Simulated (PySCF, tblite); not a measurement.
**C₄H₉ClSSi₂: geometry, infrared bands and NMR shifts**

What infrared bands and NMR shifts should C₄H₉ClSSi₂ (`CC#C[Si@H](C)S[SiH2]Cl`) show?

Programs: tblite 0.8.0 and PySCF 2.14.0, with density-fitted response routines of our own. Each step states its level of theory. These are calculated values for one molecule in the gas phase, unless marked as measured. Atoms are numbered from 0 throughout.

**1. Starting geometry**

17 atoms, charge 0, multiplicity 1; geometry from: force field or distance geometry start.

Bonds of the start (Å): C0–C1 1.46, C1–C2 1.21, C2–Si3 1.87, Si3–C4 1.84, Si3–S5 2.13, S5–Si6 2.13, Si6–Cl7 2.05, C0–H8 1.09, C0–H9 1.11, C0–H10 1.10, Si3–H11 1.49, C4–H12 1.09, C4–H13 1.08, C4–H14 1.10, Si6–H15 1.48, Si6–H16 1.49.

**2. Optimising the geometry with GFN2-xTB**

What the job is given:

```
{"job": {"kind": "relax", "xc": "GFN2-xTB", "basis": "xTB"}, "charge": 0, "multiplicity": 1}
C     -2.935700    -1.654700    -0.501900
C     -1.815700    -0.782700    -0.179100
C     -0.869800    -0.081100     0.100400
Si     0.583200     1.025600     0.490600
C      0.128300     2.809700     0.479800
S      2.098500     0.688600    -0.971500
Si     2.606700    -1.256000    -0.272500
Cl     4.210900    -1.945600    -1.339100
H     -2.593100    -2.622500    -0.875900
H     -3.570500    -1.833900     0.385200
H     -3.574400    -1.194300    -1.272700
H      1.127400     0.673000     1.836500
H      0.989600     3.444800     0.706100
H     -0.637400     3.030700     1.214700
H     -0.262600     3.119900    -0.503900
H      1.483800    -2.207100    -0.464100
H      3.023800    -1.202300     1.157500
```

Launch:

```
$ OMP_NUM_THREADS=1 python probes_run.py task.json out
```

This one command runs all jobs of the session in turn.

**Question.** This job is followed by: GFN2-xTB harmonic vibrations, gas phase; GIAO PBE0/pcSseg-1 NMR shielding, non-relativistic, gas phase. Predict these results of the whole session: strongest single infrared mode (GFN2-xTB); zero-point energy (GFN2-xTB); ¹³C shifts against TMS (PBE0/pcSseg-1); ¹H shifts against TMS (PBE0/pcSseg-1, means over atoms taken as alike); ²⁹Si shifts against TMS (PBE0/pcSseg-1); ³³S shifts against CS2 (PBE0/pcSseg-1); ³⁵Cl shifts against HCl (PBE0/pcSseg-1).

**Answer**, as computed:

| quantity | value |
| --- | --- |
| strongest single infrared mode (GFN2-xTB) | 702 cm⁻¹, 515 km/mol |
| zero-point energy (GFN2-xTB) | 70.1 kcal/mol |
| ¹³C shifts against TMS (PBE0/pcSseg-1) | 116.8, 84.5, 5.8, 0.9 ppm |
| ¹H shifts against TMS (PBE0/pcSseg-1, means over atoms taken as alike) | 5.79, 5.76, 5.09, 2.09, 0.56 ppm |
| ²⁹Si shifts against TMS (PBE0/pcSseg-1) | -5.0, -36.8 ppm |
| ³³S shifts against CS2 (PBE0/pcSseg-1) | -224 ppm |
| ³⁵Cl shifts against HCl (PBE0/pcSseg-1) | -31 ppm |

In words: The optimisation took 77 steps and gained 0.165 eV; among the close pairs (by a distance rule), Si3–S5 changed most, from 2.132 to 2.186 Å. The lowest mode is imaginary (31i cm⁻¹), so the xTB geometry is not a minimum. The strongest single mode, at 702 cm⁻¹, moves mainly H16 and H15. GFN2-xTB is a fitted tight-binding method: band positions and strengths are rough. Its intensities can rank the bands wrongly. At PBE0/pcSseg-1: Shielding is most anisotropic at C1 (span 276 ppm, paramagnetic term -206 ppm).
